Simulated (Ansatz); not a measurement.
# SZn: the cost of one run

The runs use Ansatz 0.2.0, Gaussian basis; def2-QZVPP, core rule «outside noble gas», up to 14 orbitals frozen.

The runs, in order: UHF; ROHF; CCSD(T) on UHF.

2 further runs of the same task are left out: 2 set aside as unsound or not needed.

## (1) The system

The geometry is a PBE0/def2-TZVP stationary point (not a proven minimum) of the parent state, kept for this charge and spin.

2 atoms, charge 0, spin multiplicity 3.

Atoms are counted from 1 here; the program's logs count them from 0.

Bond lengths: Zn1–S2 2.056 Å.

## (2) UHF

The input, in.yaml:

```yaml
crystal:
  periodic: [false, false, false]
  atoms:
    - {symbol: Zn, position_ang: [0.000000, 0.000000, 0.000000]}
    - {symbol: S, position_ang: [0.000000, 0.000000, 2.056000]}
basis:
  gaussian: {orbitals: "def2-QZVPP.json"}
magnetization: {spin_polarized: true, initial_magnetization: 2}
hamiltonian: {xc: hf}
output: {orbitals: {seedname: orbitals}}
```

Launch:

```console
> ansatz run in.yaml --threads 1 --pin off --events-out ev --progress --plain --max-ram 4096MiB --backend cpu
```

What time and memory should one allow on 1 thread of AMD EPYC 7R13, shared host?

About 8 s, with a peak of 0.42 GiB.
